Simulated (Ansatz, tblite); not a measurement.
# The cluster Sr₅Te₅+: a ladder of methods and basis sets

One table from this session's results is given with a row withheld; the runs are named, their logs left out.

Computed with Ansatz 0.2.0, Gaussian basis. Level: as each input shows.

Plan: GFN1-xTB, GFN2-xTB, PBE-D4/def2-SVP, r2SCAN-D4/def2-SVP, LDA/def2-SVP, BLYP-D4/def2-SVP, MP2/def2-SVP, RPA/def2-SVP.

8 further runs of the same task are left out: 3 that didn't finish, 5 set aside as unsound or not needed. Runs told in other sessions of the task aren't counted.

## The structure

The doublet was relaxed beforehand with r2SCAN-D4/def2-SVP. At that level it is the lowest of the isomers that a small search found.

10 atoms, charge 1, spin multiplicity 2.

Bond lengths: Sr1–Te6 3.404 Å, Sr1–Te8 3.131 Å, Sr1–Te9 3.311 Å, Sr1–Te10 3.400 Å, Sr2–Te6 3.234 Å, Sr2–Te7 3.070 Å, Sr2–Te10 3.235 Å, Sr3–Te6 3.235 Å, Sr3–Te9 3.155 Å, Sr3–Te10 3.235 Å, Sr4–Te6 3.351 Å, Sr4–Te7 3.174 Å, Sr4–Te8 3.147 Å, Sr5–Te7 3.174 Å, Sr5–Te8 3.147 Å, Sr5–Te10 3.351 Å. Angles: Te6–Sr1–Te8 99.1°, Te6–Sr1–Te9 91.0°, Te6–Sr1–Te10 79.1°, Te8–Sr1–Te9 165.5°, Te8–Sr1–Te10 99.2°, Te9–Sr1–Te10 92.9°, Te6–Sr2–Te7 102.3°, Te6–Sr2–Te10 84.1°, Te7–Sr2–Te10 102.3°, Te6–Sr3–Te9 97.1°, Te6–Sr3–Te10 84.1°, Te9–Sr3–Te10 99.2°, Te6–Sr4–Te7 97.6°, Te6–Sr4–Te8 99.9°, Te7–Sr4–Te8 95.2°, Te7–Sr5–Te8 95.2°, Te7–Sr5–Te10 97.6°, Te8–Sr5–Te10 99.9° and more.

Sr, Te take a core potential in the def2 sets. No spin-orbit coupling is included. The ion is computed in the gas phase, without counter-ions or solvent.

PBE0-D4/def2-SVP was run before; its log isn't repeated, and its numbers join the tables.

Set-up of the first run:

Tight binding, by tblite at 300 K electronic temperature and without a spin-polarisation term:

```python
tblite.interface.Calculator('GFN1-xTB', numbers, positions, charge=1, uhf=1).singlepoint()
```

Tight binding, by tblite at 300 K electronic temperature and without a spin-polarisation term:

```python
tblite.interface.Calculator('GFN2-xTB', numbers, positions, charge=1, uhf=1).singlepoint()
```

start.molden holds the orbitals of an earlier run on this state, given as this run's starting guess.

Input file in.yaml:

```yaml
crystal:
  periodic: [false, false, false]
  atoms:
    - {symbol: Sr, position_ang: [0.578157, -1.838085, 3.554261]}
    - {symbol: Sr, position_ang: [1.492572, -3.595943, -0.854802]}
    - {symbol: Sr, position_ang: [2.163617, -5.145387, 2.845107]}
    - {symbol: Sr, position_ang: [1.909559, 0.358803, 0.229174]}
    - {symbol: Sr, position_ang: [-1.861446, -1.430795, 0.161976]}
    - {symbol: Te, position_ang: [3.279493, -2.395409, 1.558815]}
    - {symbol: Te, position_ang: [0.313470, -1.059573, -2.119521]}
    - {symbol: Te, position_ang: [-0.589481, 0.684686, 2.113237]}
    - {symbol: Te, position_ang: [1.683877, -4.044004, 5.762559]}
    - {symbol: Te, position_ang: [-0.636118, -4.252692, 1.491294]}
basis:
  gaussian: {orbitals: def2-SVP, initial_orbitals: start.molden}
total_charge: 1
magnetization: {spin_polarized: true, initial_magnetization: 1}
hamiltonian: {xc: pbe, dispersion: d4}
scf: {omitted_lower_state_checks: [starts]}
output: {orbitals: {seedname: orbitals}}
```

On the command line:

```
ansatz run in.yaml --threads 4 --pin off --events-out ev --progress --plain --max-ram 6963MiB
```

Steps of the session up to this table: PBE-D4/def2-SVP; r2SCAN-D4/def2-SVP; LDA/def2-SVP; BLYP-D4/def2-SVP; MP2/def2-SVP; RPA/def2-SVP.

One table of the session follows, with a row left open; its other results are not shown here.

| level | HOMO (eV) | LUMO (eV) | gap (eV) |
| --- | --- | --- | --- |
| LDA/def2-SVP | -7.77 | -7.71 | 0.06 |
| PBE-D4/def2-SVP | ? | ? | ? |
| BLYP-D4/def2-SVP | -7.34 | -7.25 | 0.09 |
| r2SCAN-D4/def2-SVP | -7.67 | -7.22 | 0.46 |
| PBE0-D4/def2-SVP | -8.33 | -6.60 | 1.74 |

Q: Estimate the row for PBE-D4/def2-SVP from the others.

The run gave: HOMO (eV): -7.55; LUMO (eV): -7.39; gap (eV): 0.16. In the column «HOMO (eV)» it lies between r2SCAN-D4/def2-SVP (-7.67) and BLYP-D4/def2-SVP (-7.34).
